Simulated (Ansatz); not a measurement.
# C2H5NSi: rigid scan of one bond length, by script

How does the energy of C2H5NSi change as one bond is stretched? The task is a rigid scan of one bond length, for C2H5NSi.

Computed with Ansatz 0.2.0 through its Python package. Level of theory: r2SCAN/cc-pVDZ.

## (1) The system

Bond lengths: C1–N2 1.255 Å, N2–C3 1.467 Å, C1–Si4 1.752 Å, C3–Si4 1.754 Å, C1–H5 1.160 Å, C3–H6 1.102 Å, C3–H7 1.132 Å, Si4–H8 1.493 Å, Si4–H9 1.562 Å. Angles (14 of 16 angles, heavy atoms first): C1–N2–C3 96.7°, N2–C1–Si4 100.0°, N2–C3–Si4 92.1°, C1–Si4–C3 71.1°, N2–C1–H5 124.7°, Si4–C1–H5 135.2°, N2–C3–H6 112.3°, N2–C3–H7 112.8°, Si4–C3–H6 117.1°, Si4–C3–H7 117.5°, C1–Si4–H8 114.3°, C1–Si4–H9 116.8°, C3–Si4–H8 118.0°, C3–Si4–H9 118.4°.

No structure file is read: the coordinates are typed or built in the script.

## (2) Script

c2h5nsi_scan.py

```python
"""Potential curve of C2H5NSi along one bond."""

import ansatz as az
import matplotlib.pyplot as plt
import numpy as np

GEOMETRY = """
C    -0.66490    0.44280   -0.93340
N     0.53730    0.77640   -1.07110
C     1.04480    0.08770    0.12030
Si   -0.55920   -0.46860    0.55950
H    -1.52730    0.77920   -1.63250
H     1.79260   -0.68310   -0.12880
H     1.57120    0.78530    0.83990
H    -0.86130   -1.92350    0.41360
H    -1.24460    0.15740    1.81530
"""

system = az.Crystal.molecule()
for line in GEOMETRY.strip().splitlines():
    symbol, *xyz = line.split()
    system = system.atom(symbol, [float(v) for v in xyz])

symbols = [site.symbol for site in system.cartesian_sites]
start = np.array([site.position_ang for site in system.cartesian_sites])
axis = (start[5] - start[2]) / np.linalg.norm(start[5] - start[2])
moving = [5]
lengths, energies = [0.97, 1.014, 1.058, 1.102, 1.147, 1.191, 1.235, 1.301], []
for length in lengths:
    xyz = start.copy()
    xyz[moving] += (length - np.linalg.norm(start[5] - start[2])) * axis
    point = az.Crystal.molecule()
    for symbol, place in zip(symbols, xyz):
        point = point.atom(symbol, place.tolist())
    calculation = (
        point.calculation()
        .basis(gaussian="cc-pVDZ")
        .functional("r2scan")
    )
    data = calculation.run(threads=1, backend="cpu").report
    energies.append(data["free_energy_ev"])
    print(f"r = {length:6.3f} A  E = {energies[-1]:.5f} eV  <S^2> = {abs(data['mean_field']['state']['spin_squared']):.3f}")

# quartic fit about the minimum
fit = np.polynomial.Polynomial.fit(lengths, np.array(energies) - min(energies), 4).convert()
roots = [r.real for r in fit.deriv().roots() if abs(r.imag) < 1e-9 and fit.deriv(2)(r.real) > 0]
r_e = min(roots, key=lambda r: abs(r - lengths[int(np.argmin(energies))]))
print(f"minimum of the fit at {r_e:.4f} A, force constant {fit.deriv(2)(r_e):.2f} eV/A^2")
plt.figure(figsize=(4.5, 3))
plt.plot(lengths, np.array(energies) - min(energies), "o-")
plt.xlabel("bond length (A)")
plt.ylabel("E - E(min) (eV)")
plt.tight_layout()
plt.savefig("scan.png", dpi=100)
```

## (3) The run

Started as:

```bash
> python c2h5nsi_scan.py
```

Q: Predict the main results. Wanted: range of energy; lowest point, distance.

The runs gave:

| quantity | value |
| --- | --- |
| bond length at the fit's minimum | 1.1053 Å |
| runs compared | 8 |
| range of energy | 0.423 eV |
| lowest point, distance (Å) | 1.10 |

The lowest point, at 1.10, lies inside the range. The ends stand 0.386 and 0.423 eV above it. The distance scanned is the script's pair 2, 5. Reading the output:
- The rest of the molecule is held rigid at a force-field or estimated start geometry, and the basis set is modest; single-reference methods fail as a bond breaks.
- The orbitals are restricted, so S² is zero by construction.
